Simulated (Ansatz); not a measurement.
# GaBH3ClO (SMILES O[B](Cl)[GaH2]): B3LYP/6-31G(d) (Cartesian functions)

Aim: the energy change on altering one bond length of GaBH3ClO at B3LYP/6-31G* (Cartesian functions), from 2 runs. 

The results are computed with Ansatz 0.2.0.

127 further runs of the same task are left out: 127 set aside as unsound or not needed.

### Step 1. The molecule

GaBH3ClO: 7 atoms, total charge 0, spin state singlet. SMILES: `O[B](Cl)[GaH2]`. Geometry: relaxed at PBE0-D4/def2-TZVP. This is one conformer, not always the lowest.

Bond lengths: O1–B2 1.344 Å, B2–Cl3 1.789 Å, B2–Ga4 2.095 Å, O1–H5 0.965 Å, Ga4–H6 1.572 Å, Ga4–H7 1.572 Å. Angles: O1–B2–Cl3 118.4°, O1–B2–Ga4 123.4°, Cl3–B2–Ga4 118.3°, B2–O1–H5 114.1°, B2–Ga4–H6 121.3°, B2–Ga4–H7 121.3°, H6–Ga4–H7 117.4°.

### Step 2. The energy at B3LYP/6-31G(d) (Cartesian functions)

Input file molecule.yaml:

```yaml
basis:
  gaussian:
    orbitals: "6-31G*"
crystal:
  periodic: [false, false, false]
  atoms:
    - {symbol: O, position_ang: [-0.845500, -1.229100, 0.927100]}
    - {symbol: B, position_ang: [-0.031900, -0.664900, 0.017900]}
    - {symbol: Cl, position_ang: [0.899000, -1.736200, -1.070500]}
    - {symbol: Ga, position_ang: [0.202400, 1.406200, -0.190800]}
    - {symbol: H, position_ang: [-0.850900, -2.194300, 0.905900]}
    - {symbol: H, position_ang: [-0.691300, 2.232500, -1.186100]}
    - {symbol: H, position_ang: [1.318000, 2.185900, 0.596500]}
hamiltonian:
  xc: {name: B3LYP}
accuracy: high
output: {orbitals: {seedname: orbitals}}
```

Started as:

```sh
$ ansatz run molecule.yaml --threads 1 --pin off --max-ram 3480MiB --events-out events.jsonl --progress --plain --runs-dir runs
```

The log of the run:

```text
Warning: RAYON_NUM_THREADS=1 ignored (pool sized by the plan → 1); use --threads N
Functional definition: B3LYP
  name "B3LYP"
  parameter a0 = 0.2
  parameter ax = 0.72
  parameter ac = 0.81
  exchange = (1 - a0 - ax)*slater_x + ax*b88_x + a0*exact_x
  correlation = (1 - ac)*vwn_rpa_c + ac*lyp_c
1825 factors; integrals over basis functions are off by at most 6.3e-9 eV
mean field evaluation 1: about -67664.6184 eV, gradient 4.8e1 eV
mean field evaluation 2: about -67657.1391 eV, gradient 8.1e1 eV
mean field evaluation 4: about -67668.3342 eV, gradient 3.2e0 eV
mean field evaluation 8: about -67668.4139 eV, gradient 2.1e-1 eV
mean field evaluation 16: about -67668.4140 eV, gradient 2.5e-5 eV
mean field -67668.41404549 eV, -2486.7683488733 hartree, gradient 3.6e-8 eV, S^2 0.000000; 0 other end points of the search recorded, 0 dependent functions left out
reference -67668.41408861 eV, -2486.7683504579 hartree; 32, 32 occupied and 58, 58 virtual orbitals, 1825 factors
Total energy: -67668.41408861 eV, -2486.7683504579 hartree
```

It took 10 s on 1 thread of Arm Neoverse V1, shared host; peak memory 0.32 GiB.

### Step 3. The distorted shape at the same level

Input file job.yaml:

```yaml
basis:
  gaussian: {orbitals: "6-31G*"}
crystal:
  periodic: [false, false, false]
  atoms:
    - {symbol: O, position_ang: [-1.124769, -0.907711, 1.253619]}
    - {symbol: B, position_ang: [-0.311169, -0.343511, 0.344419]}
    - {symbol: Cl, position_ang: [0.899000, -1.736200, -1.070500]}
    - {symbol: Ga, position_ang: [-0.076869, 1.727589, 0.135719]}
    - {symbol: H, position_ang: [-1.130169, -1.872911, 1.232419]}
    - {symbol: H, position_ang: [-0.970569, 2.553889, -0.859581]}
    - {symbol: H, position_ang: [1.038731, 2.507289, 0.923019]}
output: {orbitals: {seedname: orbitals}}
hamiltonian: {xc: {name: B3LYP}}
accuracy: high
```

Started as:

```sh
$ ansatz run job.yaml --threads 1 --pin off --max-ram 3480MiB --events-out events.jsonl --progress --plain --runs-dir runs
```

The log of the run, cut to the lines that bear on the results:

```text
Warning: RAYON_NUM_THREADS=1 ignored (pool sized by the plan → 1); use --threads N
[... 7 set-up lines as earlier in the session ...]
1812 factors; integrals over basis functions are off by at most 8.0e-9 eV
mean field evaluation 1: about -67663.3372 eV, gradient 4.8e1 eV
mean field evaluation 2: about -67655.0012 eV, gradient 8.3e1 eV
mean field evaluation 4: about -67667.2424 eV, gradient 3.7e0 eV
mean field evaluation 8: about -67667.3227 eV, gradient 2.4e-1 eV
mean field evaluation 16: about -67667.3229 eV, gradient 4.3e-5 eV
mean field -67667.32288540 eV, -2486.7282494797 hartree, gradient 6.4e-8 eV, S^2 0.000000; 0 other end points of the search recorded, 0 dependent functions left out
reference -67667.32292989 eV, -2486.7282511146 hartree; 32, 32 occupied and 58, 58 virtual orbitals, 1812 factors
Total energy: -67667.32292989 eV, -2486.7282511146 hartree
```

Run time: 11 s. Hardware: 1 thread of Arm Neoverse V1, shared host; peak memory 0.32 GiB.

### Step 4. Results

Level: B3LYP/6-31G* (Cartesian functions).

| quantity | value |
| --- | --- |
| first shape: total energy | -2486.76835 Eh |
| first shape: HOMO energy | -7.37 eV |
| first shape: LUMO energy | -1.95 eV |
| first shape: HOMO–LUMO gap | 5.42 eV |
| distorted shape: total energy | -2486.72825 Eh |
| distorted shape: HOMO energy | -7.63 eV |
| distorted shape: LUMO energy | -2.60 eV |
| distorted shape: HOMO–LUMO gap | 5.02 eV |
| energy change with the B2–Cl3 bond stretched from 1.789 to 2.325 Å | 1.091 eV |

With the B2–Cl3 bond stretched from 1.789 to 2.325 Å the energy rises by 1.09 eV (25 kcal/mol). The first shape isn't relaxed at this level, so the change isn't measured from a minimum.
